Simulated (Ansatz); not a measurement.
# C₆H₁₇GeNO: basis-set convergence

The task here is to estimate one member of a computed series from the others.

Program: Ansatz 0.2.0, Gaussian basis. Level of theory: one geometry, several basis sets. These are calculated values, not measurements.

Levels to be run: PBE0-D4/def2-SVP; ωB97M-V/def2-SVP; PBE0-D4/def2-QZVPP; ωB97M-V/def2-QZVPP; the functionals' def2-TZVPP values are taken from earlier runs.

## The geometry

All runs share one geometry, relaxed beforehand with PBE0-D4 in a triple-zeta def2 set.

26 atoms, charge 0, spin multiplicity 1.

Atoms are counted from 1 here; the program's logs count them from 0.

Bond lengths: C1–O2 1.402 Å, C1–H10 1.099 Å, C1–H11 1.100 Å, C1–H12 1.093 Å, O2–Ge3 1.797 Å, Ge3–C4 1.942 Å, Ge3–N5 1.817 Å, Ge3–H13 1.543 Å, C4–H14 1.091 Å, C4–H15 1.091 Å, C4–H16 1.091 Å, N5–C6 1.464 Å, N5–H17 1.011 Å, C6–C7 1.522 Å, C6–C8 1.526 Å, C6–C9 1.529 Å, C7–H18 1.094 Å, C7–H19 1.092 Å and more. Angles: O2–C1–H10 112.3°, O2–C1–H11 112.4°, O2–C1–H12 108.6°, H10–C1–H11 107.8°, H10–C1–H12 107.7°, H11–C1–H12 107.8°, C1–O2–Ge3 118.5°, O2–Ge3–C4 109.8°, O2–Ge3–N5 108.9°, O2–Ge3–H13 105.2°, C4–Ge3–N5 107.8°, C4–Ge3–H13 113.2°, N5–Ge3–H13 111.8°, Ge3–C4–H14 110.2°, Ge3–C4–H15 110.5°, Ge3–C4–H16 109.9°, H14–C4–H15 108.6°, H14–C4–H16 108.5° and more.

The first run:

Contents of in.yaml:

```yaml
crystal:
  periodic: [false, false, false]
  atoms:
    - {symbol: C, position_ang: [-0.485198, -1.944986, -2.643116]}
    - {symbol: O, position_ang: [-0.067300, -1.502671, -1.379708]}
    - {symbol: Ge, position_ang: [-1.246640, -0.624037, -0.346773]}
    - {symbol: C, position_ang: [-2.463727, -1.889432, 0.484352]}
    - {symbol: N, position_ang: [-0.344856, 0.233439, 0.977629]}
    - {symbol: C, position_ang: [0.836498, 1.077276, 0.788493]}
    - {symbol: C, position_ang: [0.651183, 1.920021, -0.465832]}
    - {symbol: C, position_ang: [0.955745, 1.992187, 2.003679]}
    - {symbol: C, position_ang: [2.102185, 0.229396, 0.653107]}
    - {symbol: H, position_ang: [-1.184444, -2.790425, -2.578514]}
    - {symbol: H, position_ang: [-0.971523, -1.149316, -3.226224]}
    - {symbol: H, position_ang: [0.392459, -2.280645, -3.202247]}
    - {symbol: H, position_ang: [-1.954248, 0.368172, -1.293886]}
    - {symbol: H, position_ang: [-3.007379, -2.447209, -0.279357]}
    - {symbol: H, position_ang: [-3.185874, -1.366912, 1.113292]}
    - {symbol: H, position_ang: [-1.903416, -2.597560, 1.096791]}
    - {symbol: H, position_ang: [-0.263374, -0.325207, 1.816628]}
    - {symbol: H, position_ang: [0.612162, 1.292645, -1.360853]}
    - {symbol: H, position_ang: [-0.269530, 2.505256, -0.408313]}
    - {symbol: H, position_ang: [1.490355, 2.608470, -0.583562]}
    - {symbol: H, position_ang: [1.059577, 1.403264, 2.920005]}
    - {symbol: H, position_ang: [0.064559, 2.615606, 2.100300]}
    - {symbol: H, position_ang: [1.832206, 2.640168, 1.922929]}
    - {symbol: H, position_ang: [2.253814, -0.375228, 1.552307]}
    - {symbol: H, position_ang: [2.014814, -0.445769, -0.200279]}
    - {symbol: H, position_ang: [2.987655, 0.857497, 0.519153]}
basis:
  gaussian: {orbitals: def2-SVP}
hamiltonian: {xc: pbe0, dispersion: d4}
output: {orbitals: {seedname: orbitals}}
```

Steps of the session up to this table: PBE0-D4 in def2-SVP; ωB97M-V in def2-SVP; PBE0-D4 in def2-QZVPP; ωB97M-V in def2-QZVPP.

One table of the session follows, with a row left open; its other results are not shown here.

It belongs to the step «Density functionals: the series». 

```
functional       basis  HOMO (eV)  LUMO (eV)
   PBE0-D4    def2-SVP      -6.53       1.51
   PBE0-D4  def2-TZVPP      -6.67       0.93
   PBE0-D4  def2-QZVPP      -6.69       0.51
   ωB97M-V    def2-SVP      -8.89       3.15
   ωB97M-V  def2-TZVPP      -9.03       2.34
   ωB97M-V  def2-QZVPP          ?          ?
```

Q: Estimate the row for ωB97M-V, def2-QZVPP from the others.

The run gave: HOMO (eV): -9.05; LUMO (eV): 1.62. In the column «HOMO (eV)» it is the lowest.
